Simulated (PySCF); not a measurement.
# One shape, several levels: C3H4F4O (2,2,3,3-tetrafluoro-1-propanol)

Aim: a comparison of 6 runs (HF/STO-3G, HF/3-21G, B2PLYP/6-31G*, B3LYP/6-31G*, wB97M-V/6-31G*, SCS-MP2/6-31G*) of C3H4F4O (2,2,3,3-tetrafluoro-1-propanol). Input form: a Python script.

The results are computed with PySCF 2.14.0.

1 further run of the same task is left out (set aside as unsound or not needed).

## (1) The structure to begin with

C3H4F4O has 12 atoms, charge 0, and is taken as a singlet. As SMILES, `OCC(F)(F)C(F)F`. The C2–C3 distance was set to 2.273 Å, away from the relaxed value. At this shape a bond of the SMILES string is far longer than usual.

Bond lengths: O1–C2 1.401 Å, C3–F4 1.348 Å, C3–F5 1.362 Å, C3–C6 1.530 Å, C6–F7 1.351 Å, C6–F8 1.345 Å, O1–H9 0.962 Å, C2–H10 1.097 Å, C2–H11 1.090 Å, C6–H12 1.093 Å. Some angles: F4–C3–F5 107.7°, F4–C3–C6 109.5°, F5–C3–C6 107.0°, C3–C6–F7 108.8°, C3–C6–F8 109.8°, F7–C6–F8 108.4°, O1–C2–H10 113.0°, O1–C2–H11 107.8°, C2–O1–H9 108.4°, C3–C6–H12 111.2°. A long bond or contact: C2–C3 2.273 Å.

## (2) A single-point energy at HF/STO-3G (run 1)

Contents of input.py:

```python
from pyscf import gto

mol = gto.Mole()
mol.atom = '''
O        0.579514       2.207263      -1.162373
C        1.310194       1.032153      -0.942733
C        0.229850      -0.361420       0.491610
F        0.994010      -1.447260       0.725190
F        0.046940       0.280610       1.679320
C       -1.151250      -0.804240       0.004940
F       -1.008330      -1.466360      -1.163620
F       -1.702680      -1.640700       0.901800
H        0.579344       2.721673      -0.349973
H        2.306784       1.218143      -0.524563
H        1.426194       0.528363      -1.902833
H       -1.810000       0.054390      -0.147350
'''
mol.spin = 0
mol.max_memory = 1860
mol.basis = 'sto-3g'
mol.verbose = 4
mol.build()

mf = mol.RHF()
mf.conv_tol = 1e-10
mf.kernel()
if not mf.converged:
    mf = mf.newton().run(mf.mo_coeff, mf.mo_occ)

energy = mf.e_tot
print('E(%s) = %.9f' % ('HF', energy))
```

Command:

```bash
OMP_NUM_THREADS=1 python input.py
```

The log of the run:

```text
PySCF version 2.14.0

[... 68 lines left out ...]
converged SCF energy = -580.392374351531
E(HF) = -580.392374352
```

Run time: 1.2 s. Hardware: 1 thread of Intel Xeon at 2.70GHz, shared host; peak memory 0.12 GiB.

## (3) A single-point energy at HF/3-21G (run 2)

Contents of input.py:

```python
from pyscf import gto

system = gto.Mole()
system.atom = [
    ('O', (0.579514, 2.207263, -1.162373)),
    ('C', (1.310194, 1.032153, -0.942733)),
    ('C', (0.229850, -0.361420, 0.491610)),
    ('F', (0.994010, -1.447260, 0.725190)),
    ('F', (0.046940, 0.280610, 1.679320)),
    ('C', (-1.151250, -0.804240, 0.004940)),
    ('F', (-1.008330, -1.466360, -1.163620)),
    ('F', (-1.702680, -1.640700, 0.901800)),
    ('H', (0.579344, 2.721673, -0.349973)),
    ('H', (2.306784, 1.218143, -0.524563)),
    ('H', (1.426194, 0.528363, -1.902833)),
    ('H', (-1.810000, 0.054390, -0.147350)),
]
system.max_memory = 1860
system.basis = '3-21g'
system.verbose = 3
system.build()

calc0 = system.RHF()
calc0.conv_tol = 1e-10
calc0.kernel()
if not calc0.converged:
    calc0 = calc0.newton().run(calc0.mo_coeff, calc0.mo_occ)

etot = calc0.e_tot
print('E = %.10f Eh' % etot)
```

Command:

```bash
OMP_NUM_THREADS=1 python input.py
```

The log of the run:

```text
converged SCF energy = -585.22164090281
E = -585.2216409028 Eh
```

It took 1.7 s on 1 thread of Intel Xeon at 2.70GHz, shared host; peak memory 0.16 GiB.

Runs 3 to 5 aren't shown in full; the table further down has their settings and results.

## (4) A single-point energy at SCS-MP2/6-31G(d) (spherical functions) (run 6)

Contents of input.xyz:

```xyz
12

O      0.579514     2.207263    -1.162373
C      1.310194     1.032153    -0.942733
C      0.229850    -0.361420     0.491610
F      0.994010    -1.447260     0.725190
F      0.046940     0.280610     1.679320
C     -1.151250    -0.804240     0.004940
F     -1.008330    -1.466360    -1.163620
F     -1.702680    -1.640700     0.901800
H      0.579344     2.721673    -0.349973
H      2.306784     1.218143    -0.524563
H      1.426194     0.528363    -1.902833
H     -1.810000     0.054390    -0.147350
```

Contents of run.py:

```python
from pyscf import gto, mp

molecule = gto.M(
    atom='input.xyz',
    max_memory=1860,
    verbose=4,
    basis='6-31g*',
)

mf = molecule.RHF()
mf.conv_tol = 1e-10
mf.kernel()
if not mf.converged:
    mf = mf.newton().run(mf.mo_coeff, mf.mo_occ)

pt = mp.MP2(mf, frozen=8).run()
e_tot = mf.e_tot + 1.2 * pt.e_corr_os + pt.e_corr_ss / 3
print(f'total energy: {e_tot:.8f} hartree')
```

Command:

```bash
OMP_NUM_THREADS=1 python run.py
```

The log of the run:

```text
PySCF version 2.14.0

[... 70 lines left out ...]
converged SCF energy = -588.413677461948
[... 1 line left out ...]
******** <class 'pyscf.mp.mp2.RMP2'> ********
nocc = 25, nmo = 112
frozen orbitals 8
E(RMP2) = -589.659116383128  E_corr = -1.24543892118013
E(SCS-RMP2) = -589.616021022481  E_corr = -1.20234356053277
E_corr(same-spin) = -0.337134397942371
E_corr(oppo-spin) = -0.908304523237759
total energy: -589.61602102 hartree
```

It took 6.9 s on 1 thread of Intel Xeon at 2.70GHz, shared host; peak memory 0.47 GiB.

## (5) The series

```csv
run,level,frozen core orbitals,integration grid,energy (Eh),dipole moment (D) of the reference,HOMO energy (eV),LUMO energy (eV),wall time
1,HF/STO-3G,–,–,-580.392374,2.13,-7.08,5.67,1.2 s
2,HF/3-21G,–,–,-585.221641,3.74,-10.30,2.90,1.7 s
3,B2PLYP/6-31G* (spherical functions),8,5,-590.689234,3.00,-8.25,0.61,55 s
4,B3LYP/6-31G* (spherical functions),–,5,-591.193047,2.72,-6.76,-0.97,51 s
5,wB97M-V/6-31G* (spherical functions),–,5,-591.028861,2.74,-9.09,1.43,4.7 min
6,SCS-MP2/6-31G* (spherical functions),8,–,-589.616021,3.38,-10.29,3.14,6.9 s
```

## (6) What came out

```
                                          quantity          value
                               run 6: total energy  -589.61602 Eh
       run 6: dipole moment (Hartree–Fock density)         3.38 D
        run 6: HOMO energy (Hartree–Fock orbitals)      -10.29 eV
        run 6: LUMO energy (Hartree–Fock orbitals)        3.14 eV
      run 6: HOMO–LUMO gap (Hartree–Fock orbitals)       13.42 eV
run 6: correlation energy (8 core orbitals frozen)    -1202.3 mEh
```

In words: Over runs 1, 2, 3, 4, 5 the dipole moment (its size) runs from 2.13 D (HF/STO-3G) to 3.74 D (HF/3-21G). Over runs 1, 2, 3, 4, 5 the HOMO–LUMO gap runs from 5.79 eV (B3LYP/6-31G*) to 13.19 eV (HF/3-21G). The two ends differ in method and basis. Totals of different functionals can't be ranked against each other. In run 1 the basis is minimal, so the values are rough. All runs together took 6.6 min, the longest 4.7 min.
